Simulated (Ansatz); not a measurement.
# SiZr: the cost of one run

Computed with Ansatz 0.2.0, Gaussian basis. Level: def2-QZVPP, core rule «outside noble gas», up to 9 orbitals frozen.

To be run: UHF; ROHF; CCSD(T) on UHF.

## (1) The geometry

The geometry is a PBE0/def2-TZVP stationary point (not a proven minimum) of the parent state, kept for this charge and spin. No spin-orbit coupling is included. Elements past krypton take def2 core potentials.

2 atoms, charge 1, spin multiplicity 8.

Atoms are counted from 1 here; the program's logs count them from 0.

Bond lengths: Zr1–Si2 2.522 Å.

## (2) UHF

in.yaml

```yaml
crystal:
  periodic: [false, false, false]
  atoms:
    - {symbol: Zr, position_ang: [0.000000, 0.000000, 0.000000]}
    - {symbol: Si, position_ang: [0.000000, 0.000000, 2.521600]}
basis:
  gaussian: {orbitals: "def2-QZVPP.json"}
total_charge: 1
magnetization: {spin_polarized: true, initial_magnetization: 7}
hamiltonian: {xc: hf}
output: {orbitals: {seedname: orbitals}}
```

Run with:

```console
ansatz run in.yaml --threads 1 --pin off --events-out ev --progress --plain --max-ram 2560MiB --backend cpu
```

**Question.** How long does this run take on 1 thread of AMD EPYC 7R13, shared host, and how much memory does it need?

About 18 s, with a peak of 0.38 GiB.
